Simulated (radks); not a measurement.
# Ionising hafnium step by step, Hf²⁵⁺ to Hf²⁸⁺

How much does each further electron of hafnium cost? Each ion is computed in its NIST ground configuration. Each value is a difference of total energies (Δ-SCF).

Method: scalar-relativistic Kohn-Sham, PBE, spin-polarised, spherical densities, finite nucleus; open shells are filled with parallel spins first. Code: radks (a radial shooting solver on a logarithmic mesh, Libxc functionals) version 1.

### Step 1. What is computed

| Property | Result |
| --- | --- |
| element | hafnium (Z = 72) |
| charges | 25 to 28 |
| first configuration | [Kr] 4d10 4f1 |
| last configuration | [Kr] 4d8 |

Outer shells as boxes (Hund's rule):

Hf²⁵⁺
```
[Kr] core
4d [↑↓][↑↓][↑↓][↑↓][↑↓]
4f [↑ ][  ][  ][  ][  ][  ][  ]
```

Hf²⁸⁺
```
[Kr] core
4d [↑↓][↑↓][↑↓][↑ ][↑ ]
```

### Step 2. Hf²⁵⁺, [Kr] 4d10 4f1

Settings of this run:

```text
Z 72
configuration [Kr] 4d10 4f1
relativity scalar-relativistic
functional pbe,pbe
spin polarised
nucleus finite rms 5.347 fm
c 137.035999084
```

### Step 3. Hf²⁶⁺, [Kr] 4d10

Settings, as their differences from step 2:

```diff
@@ -1,3 +1,3 @@
 Z 72
-configuration [Kr] 4d10 4f1
+configuration [Kr] 4d10 5s0 5p0
 relativity scalar-relativistic
```

### Step 4. Hf²⁷⁺, [Kr] 4d9

Settings of this run:

```text
Z 72
configuration [Kr] 4d9 5s0 5p0
relativity scalar-relativistic
functional pbe,pbe
spin polarised
nucleus finite rms 5.347 fm
c 137.035999084
```

### Step 5. Hf²⁸⁺, [Kr] 4d8

Settings of this run:

```text
Z 72
configuration [Kr] 4d8
relativity scalar-relativistic
functional pbe,pbe
spin polarised
nucleus finite rms 5.347 fm
c 137.035999084
```

What does the calculation give? Wanted: for each run, species; configuration; Δ-SCF; −ε(HOMO); NIST; error.

As calculated:

```
species  configuration  Δ-SCF (eV)  −ε(HOMO) (eV)      NIST (eV)  error (%)
  Hf²⁵⁺  [Kr] 4d10 4f1      766.97         743.38   772 (theory)       -0.7
  Hf²⁶⁺      [Kr] 4d10      1008.0         985.35  1002 (theory)       +0.6
  Hf²⁷⁺       [Kr] 4d9      1054.7         1031.8  1047 (theory)       +0.7
```

In words: Reference values: NIST Atomic Spectra Database (exp. measured, semi-emp. semi-empirical, theory a theoretical value adopted there). Per unit of the charge left behind, the cost jumps most at Hf²⁶⁺ ([Kr] 4d10): from 766.97 to 1008.0 eV. There the highest level belongs to another shell. Minus the highest eigenvalue gives 97 to 98 % of the Δ-SCF value along the ladder. Open shells are spherical and high-spin; term and fine-structure splittings are not resolved. Spin-orbit splitting is averaged out at the scalar-relativistic level.
